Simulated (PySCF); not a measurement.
# C6H5NO: the cost of one run

Programs: PySCF 2.14.0, with density-fitted response routines of our own. Each step states its level of theory. These are calculated values for one molecule, in the gas phase or a continuum, unless marked as measured. Atoms count from 0, in the outputs and in this text.

## Step 1: The starting structure

13 atoms, charge 0, multiplicity 1; geometry from: GFN2-xTB. The atoms were then displaced at random by about 0.01 Å, so the start is not that level's minimum.

Bonds of the start (Å): O0–C1 1.20, C1–C2 1.49, C2–C3 1.38, C3–C4 1.42, C4–C5 1.38, C5–C6 1.40, C6–N7 1.32, N7–C2 1.31, C1–H8 1.09, C3–H9 1.06, C4–H10 1.09, C5–H11 1.07, C6–H12 1.09.

## Step 2: Geometry optimisation at PBE0-D3(BJ)/def2-TZVP

What the job is given:

```
{"job": {"xc": "PBE0", "basis": "def2-TZVP", "d3": "d3bj", "grid": 2, "shake": 0.01, "kind": "geom"}, "charge": 0, "multiplicity": 1}
O      3.110500     0.665480     0.150540
C      2.343060    -0.242430    -0.043300
C      0.854140    -0.159720    -0.037950
C      0.254870     1.053840     0.207110
C     -1.165940     1.058100     0.197910
C     -1.841400    -0.117230    -0.034510
C     -1.082000    -1.276290    -0.260180
N      0.240060    -1.291560    -0.264740
H      2.718200    -1.252420    -0.225320
H      0.804450     1.937310     0.400640
H     -1.715750     1.977700     0.398280
H     -2.910120    -0.157070    -0.036800
H     -1.604250    -2.212620    -0.461990
```

Command:

```bash
OMP_NUM_THREADS=1 python probes_run.py task.json out
```

The driver reads the jobs from task.json and runs them one after another.

**Question.** How long does this first job take on 1 thread of Arm Neoverse V1, shared host, and how much memory does it need?

About 6.5 min, with a peak of 1.3 GiB.
